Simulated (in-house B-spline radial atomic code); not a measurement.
**Tl⁵¹⁺: starting-point dependence of G0W0 and RPA**

G0W0 and RPA are one-shot methods. How much does the choice of start matter for Tl⁵¹⁺?

The numbers are computed with an in-house B-spline radial atomic code, version 1 (RPA, second order, AC-SOSEX and G0W0 (contour deformation) on a scalar-relativistic mean field, all electrons; no spin-orbit coupling, Breit or QED terms, no two-electron picture change), except any that are marked as measured or tabulated.

## Step 1: Starting point

- element: thallium (Z = 81)
- charge: +51
- electrons: 30
- configuration: [Ar] 3d10 4s2
- next ion, run as well: [Ar] 3d10 4s1
- Hamiltonian: scalar-relativistic (spin-free one-electron X2C), finite nucleus
- starts: Hartree-Fock, PBE, PBE0, LC-ωPBE, HSE06

Outer shells as boxes (Hund's rule):

Tl51+
```
[Ar] core
3d [↑↓][↑↓][↑↓][↑↓][↑↓]
4s [↑↓]
```

## Step 2: The run with the Hartree-Fock start

The run's settings:

```ini
Z = 81
electrons = 30.0
configuration = [Ar] 3d10 4s2
hamiltonian = x2c
method = hf
lmax = 9
rms_radius = 5.4759
spin_polarised = False
box_radius = 2.07
intervals = 60
```

On the command line:

```console
$ python run_gw.py task.json out
```

The settings of every run stand in task.json; they run in order.

From the run's result record (rounded, not every field):

```text
status: converged
energies [hartree]:
  mean_field: -18291.50763
  exx_total: -18291.50763
  exchange: -276.4859159
  rpa: -2.6022629
  rpa_summed: -2.5671594
  direct_second_order: -2.703989
  second_order_exchange: 0.79399955
  sosex: 0.77546492
rpa_by_multipole [hartree]: [-0.569894, -1.02183, -0.415244, -0.267475, -0.136001, -0.0797499, -0.0398818, -0.0223317, -0.010001, -0.00381468, -0.000814461, -0.000124785]
polarisability [bohr^3: independent particles, RPA]: [0.0170867, 0.0136592]
gap [hartree]: 10.4175
levels [hartree]:
  - {"name": "4s", "occ": 1, "e": -113.8764, "sx": -4.053525, "vxc": -4.053525, "sc": -0.1572025, "z": 0.9955038, "qp": -114.0345, "tail": -0.0008900185}
  - {"name": "3d", "occ": 1, "e": -187.829, "sx": -10.65037, "vxc": -10.65037, "sc": 0.111293, "z": 0.9966644, "qp": -187.7209, "tail": -0.003237593}
  - {"name": "3p", "occ": 1, "e": -211.7038, "sx": -11.59085, "vxc": -11.59085, "sc": 0.1850609, "z": 0.9910996, "qp": -211.5214, "tail": -0.002711237}
  - {"name": "3s", "occ": 1, "e": -234.6453, "sx": -12.92094, "vxc": -12.92094, "sc": 0.2065187, "z": 0.9273138, "qp": -234.4411, "tail": -0.00235923}
  - {"name": "4p", "occ": 0, "e": -103.4589, "sx": -1.83734, "vxc": -1.83734, "sc": -0.1049112, "z": 0.9950677, "qp": -103.5648, "tail": -0.0009534772}
ion_energies [hartree]:
  mean_field: -18177.64245
  exx_total: -18177.64245
  exchange: -273.9329034
  rpa: -2.4551595
  rpa_summed: -2.4208537
  direct_second_order: -2.5374198
  second_order_exchange: 0.75488517
  sosex: 0.74098673
```

Wall time 6.7 s (1 thread, shared host).

In the record, exx_total is the Hartree-Fock functional on the start's orbitals, rpa_summed the RPA energy up to lmax and rpa the same with the tail beyond it, gap the smallest same-spin excitation energy of the start. For a level, e is the start's value, sx and sc the exchange and correlation self-energies, vxc the start's own term, z the quasi-particle weight, and qp = e + sx − vxc + sc + tail. Deeper levels of weight under 0.85 meet poles of the self-energy and are not shown.

G0W0 moves 4s down by 4.30 eV, to -3103.04 eV.

The largest part of the RPA energy comes from multipole 1 (40 % of the sum).

## Step 3: The run with the PBE start

Changes to the settings of step 2:

```diff
@@ -4,3 +4,3 @@
 hamiltonian = x2c
-method = hf
+method = pbe,pbe
 lmax = 9
```

Main fields:

```text
status: converged
energies [hartree]:
  mean_field: -18294.16489
  exx_total: -18291.48393
  exchange: -276.4337762
  rpa: -2.6827148
  rpa_summed: -2.6474305
  direct_second_order: -2.7977089
  second_order_exchange: 0.82300434
  sosex: 0.80082967
rpa_by_multipole [hartree]: [-0.587926, -1.06355, -0.426041, -0.273168, -0.138271, -0.0808738, -0.0402684, -0.0224914, -0.0100597, -0.00383514, -0.000817753, -0.000125248]
polarisability [bohr^3: independent particles, RPA]: [0.0207473, 0.0158966]
gap [hartree]: 8.38576
levels [hartree]:
  - {"name": "4s", "occ": 1, "e": -113.0772, "sx": -4.098095, "vxc": -3.295719, "sc": -0.1720253, "z": 0.9941856, "qp": -114.0525, "tail": -0.0009024469}
  - {"name": "3d", "occ": 1, "e": -184.899, "sx": -10.65081, "vxc": -7.714686, "sc": 0.1297764, "z": 0.9960676, "qp": -187.7086, "tail": -0.003248758}
  - {"name": "3p", "occ": 1, "e": -207.8188, "sx": -11.57493, "vxc": -7.689347, "sc": 0.2326598, "z": 0.9804335, "qp": -211.4744, "tail": -0.0026921}
  - {"name": "3s", "occ": 1, "e": -229.7891, "sx": -12.89008, "vxc": -8.035943, "sc": 0.2880922, "z": 0.9748614, "qp": -234.3577, "tail": -0.002496514}
  - {"name": "4p", "occ": 0, "e": -104.6914, "sx": -1.882218, "vxc": -3.123043, "sc": -0.1178219, "z": 0.9933579, "qp": -103.5694, "tail": -0.0009747609}
ion_energies [hartree]:
  mean_field: -18179.93565
  exx_total: -18177.61988
  exchange: -273.8752559
  rpa: -2.5182688
  rpa_summed: -2.4837931
  direct_second_order: -2.6075822
  second_order_exchange: 0.77701363
  sosex: 0.76142134
```

Wall time 7 s (1 thread, shared host).

The 4s level moves from -3076.99 to -3103.53 eV (weight 0.99).

## Step 4: The run with the PBE0 start

Changes to the settings of step 3:

```diff
@@ -4,3 +4,3 @@
 hamiltonian = x2c
-method = pbe,pbe
+method = pbe0
 lmax = 9
```

Main fields:

```text
status: converged
energies [hartree]:
  mean_field: -18293.9242
  exx_total: -18291.49446
  exchange: -276.4481952
  rpa: -2.6614968
  rpa_summed: -2.6262571
  direct_second_order: -2.7727183
  second_order_exchange: 0.81510955
  sosex: 0.79401705
rpa_by_multipole [hartree]: [-0.583261, -1.05231, -0.423247, -0.271716, -0.137696, -0.0805907, -0.0401719, -0.0224518, -0.0100452, -0.0038301, -0.000816947, -0.000125136]
polarisability [bohr^3: independent particles, RPA]: [0.0196711, 0.0152576]
gap [hartree]: 8.896518
levels [hartree]:
  - {"name": "4s", "occ": 1, "e": -113.2888, "sx": -4.08696, "vxc": -3.497477, "sc": -0.1680569, "z": 0.9945648, "qp": -114.0473, "tail": -0.0008992557}
  - {"name": "3d", "occ": 1, "e": -185.6521, "sx": -10.65077, "vxc": -8.469786, "sc": 0.1246233, "z": 0.9962496, "qp": -187.7117, "tail": -0.003245807}
  - {"name": "3p", "occ": 1, "e": -208.8109, "sx": -11.57916, "vxc": -8.686156, "sc": 0.2396308, "z": 0.9128796, "qp": -211.4667, "tail": -0.002497837}
  - {"name": "3s", "occ": 1, "e": -231.0245, "sx": -12.89825, "vxc": -9.278924, "sc": 0.2557058, "z": 0.9706385, "qp": -234.3906, "tail": -0.002484945}
  - {"name": "4p", "occ": 0, "e": -104.3923, "sx": -1.870946, "vxc": -2.809464, "sc": -0.1142777, "z": 0.9938661, "qp": -103.569, "tail": -0.0009693467}
ion_energies [hartree]:
  mean_field: -18179.77621
  exx_total: -18177.62995
  exchange: -273.8911501
  rpa: -2.5019143
  rpa_summed: -2.4674803
  direct_second_order: -2.5893261
  second_order_exchange: 0.77110946
  sosex: 0.75600146
```

Wall time 7 s (1 thread, shared host).

Highest level 4s: -3082.75 eV in the start, -3103.38 eV after G0W0, weight 0.99.

## Step 5: The run with the LC-ωPBE start

Changes to the settings of step 4:

```diff
@@ -4,3 +4,3 @@
 hamiltonian = x2c
-method = pbe0
+method = lc_wpbe
 lmax = 9
```

Main fields:

```text
status: converged
energies [hartree]:
  mean_field: -18294.13289
  exx_total: -18291.48401
  exchange: -276.4311908
  rpa: -2.6739108
  rpa_summed: -2.6386358
  direct_second_order: -2.7866555
  second_order_exchange: 0.81875466
  sosex: 0.79737763
rpa_by_multipole [hartree]: [-0.586801, -1.05749, -0.425065, -0.272771, -0.138134, -0.0808061, -0.0402476, -0.0224832, -0.0100568, -0.00383416, -0.000817557, -0.00012522]
polarisability [bohr^3: independent particles, RPA]: [0.0197582, 0.0152984]
gap [hartree]: 8.836151
levels [hartree]:
  - {"name": "4s", "occ": 1, "e": -113.3328, "sx": -4.098609, "vxc": -3.551076, "sc": -0.169242, "z": 0.9944781, "qp": -114.0505, "tail": -0.0009025547}
  - {"name": "3d", "occ": 1, "e": -185.1056, "sx": -10.64961, "vxc": -7.917312, "sc": 0.1279576, "z": 0.9961157, "qp": -187.7132, "tail": -0.003248914}
  - {"name": "3p", "occ": 1, "e": -208.0358, "sx": -11.57471, "vxc": -7.903569, "sc": 0.2201055, "z": 0.9738812, "qp": -211.4895, "tail": -0.002673334}
  - {"name": "3s", "occ": 1, "e": -230.0204, "sx": -12.89104, "vxc": -8.265335, "sc": 0.2703787, "z": 0.9685351, "qp": -234.3782, "tail": -0.002480021}
  - {"name": "4p", "occ": 0, "e": -104.4966, "sx": -1.882462, "vxc": -2.92787, "sc": -0.1159623, "z": 0.9937457, "qp": -103.5682, "tail": -0.0009748686}
ion_energies [hartree]:
  mean_field: -18179.89044
  exx_total: -18177.62016
  exchange: -273.8725462
  rpa: -2.5132698
  rpa_summed: -2.4788028
  direct_second_order: -2.6018435
  second_order_exchange: 0.77444007
  sosex: 0.75913353
```

Run time: 7.4 s. Hardware: 1 thread, shared host.

The 4s level moves from -3083.94 to -3103.47 eV (weight 0.99).

## Step 6: The run with the HSE06 start

Changes to the settings of step 5:

```diff
@@ -4,3 +4,3 @@
 hamiltonian = x2c
-method = lc_wpbe
+method = hse06
 lmax = 9
```

Main fields:

```text
status: converged
energies [hartree]:
  mean_field: -18293.89212
  exx_total: -18291.49448
  exchange: -276.4463276
  rpa: -2.6619859
  rpa_summed: -2.6267453
  direct_second_order: -2.7733385
  second_order_exchange: 0.81536751
  sosex: 0.79422892
rpa_by_multipole [hartree]: [-0.58325, -1.05269, -0.423309, -0.271748, -0.137707, -0.0805966, -0.0401739, -0.0224526, -0.0100455, -0.00383024, -0.000816956, -0.000125139]
polarisability [bohr^3: independent particles, RPA]: [0.01972, 0.0152862]
gap [hartree]: 8.871037
levels [hartree]:
  - {"name": "4s", "occ": 1, "e": -113.2992, "sx": -4.087353, "vxc": -3.507673, "sc": -0.1683827, "z": 0.9945373, "qp": -114.0482, "tail": -0.0008995898}
  - {"name": "3d", "occ": 1, "e": -185.6221, "sx": -10.64989, "vxc": -8.436949, "sc": 0.1247804, "z": 0.996242, "qp": -187.7135, "tail": -0.003245874}
  - {"name": "3p", "occ": 1, "e": -208.788, "sx": -11.579, "vxc": -8.661236, "sc": 0.244806, "z": 0.8753167, "qp": -211.4633, "tail": -0.002365051}
  - {"name": "3s", "occ": 1, "e": -231.0121, "sx": -12.89893, "vxc": -9.265195, "sc": 0.2564232, "z": 0.9703227, "qp": -234.3919, "tail": -0.002484739}
  - {"name": "4p", "occ": 0, "e": -104.4282, "sx": -1.871227, "vxc": -2.845192, "sc": -0.1145144, "z": 0.9938395, "qp": -103.5697, "tail": -0.0009697259}
ion_energies [hartree]:
  mean_field: -18179.73349
  exx_total: -18177.63007
  exchange: -273.889211
  rpa: -2.502151
  rpa_summed: -2.4677161
  direct_second_order: -2.5896029
  second_order_exchange: 0.7712643
  sosex: 0.75613973
```

Run time: 7.5 s. Hardware: 1 thread, shared host.

Highest level 4s: -3083.03 eV in the start, -3103.41 eV after G0W0, weight 0.99.

## Step 7: All runs in one table

```
       start  level  mean field (eV)  G0W0 (eV)  weight  RPA (hartree)  RPA+SOSEX (hartree)  α, direct RPA (bohr³)   time  miss (eV)
Hartree-Fock     4s         -3098.73   -3103.04   0.996       -2.60226             -1.82680                0.01366  6.7 s      +9.04
         PBE     4s         -3076.99   -3103.53   0.994       -2.68271             -1.88189                0.01590    7 s      +9.53
        PBE0     4s         -3082.75   -3103.38   0.995       -2.66150             -1.86748                0.01526    7 s      +9.38
     LC-ωPBE     4s         -3083.94   -3103.47   0.994       -2.67391             -1.87653                0.01530  7.4 s      +9.47
       HSE06     4s         -3083.03   -3103.41   0.995       -2.66199             -1.86776                0.01529  7.5 s      +9.41
```

The miss is the G0W0 removal energy (the level with its sign changed) less the tabulated theoretical ionisation energy, 3094.0 ± 4 eV. Times are single runs on a shared host.

Removal energy from total energies of the two species (eV):

```
       start  mean field  HF functional     RPA  RPA+SOSEX  second order
Hartree-Fock      3098.4         3098.4  3102.4     3101.5        3101.9
         PBE      3108.3         3098.4  3102.9     3101.8        3102.3
        PBE0      3106.1         3098.4  3102.8     3101.7        3102.2
     LC-ωPBE      3108.7         3098.4  3102.8     3101.7        3102.2
       HSE06      3106.4         3098.4  3102.8     3101.7        3102.2
```

## Step 8: What came out

| quantity | value |
| --- | --- |
| highest level, mean field (range over the runs) | -3098.73 to -3076.99 eV |
| highest level, G0W0 (range over the runs) | -3103.53 to -3103.04 eV |
| RPA correlation energy | -2.683 to -2.602 hartree |
| RPA+SOSEX | -1.8819 to -1.8268 hartree |
| tabulated theoretical ionisation energy (4s shell) | 3094.0 ± 4 eV (NIST Atomic Spectra Database, ionization energies) |
| G0W0 removal energy less that value | +9.04 to +9.53 eV |

**Reading.** G0W0 turns a spread of 21.7 eV among the starts into one of 0.49 eV, 2.3 % of it. Without exact exchange the level is bound too weakly, and G0W0 lowers it by 27 eV. The RPA energy is largest in size on PBE and smallest on Hartree-Fock, 3.0 % apart; over the runs it loosely follows the gap of the start, as smaller excitation energies give more correlation. All runs miss the tabulated theoretical ionisation energy, 3094.0 ± 4 eV, by about +9.41 eV (+0.30 %), far more than they differ among themselves. At this charge the missing Breit, QED and picture-change terms are part of the miss. Read as a removal energy, the bare PBE level is off by -17.0 eV (-0.55 %) and the nearest bare level, Hartree-Fock's, by +4.73 eV. As differences of total energies the mean miss over the starts is 12 eV for mean field, 8.7 eV for RPA, 7.7 eV for RPA+SOSEX. The reference's uncertainty exceeds the spread between them.
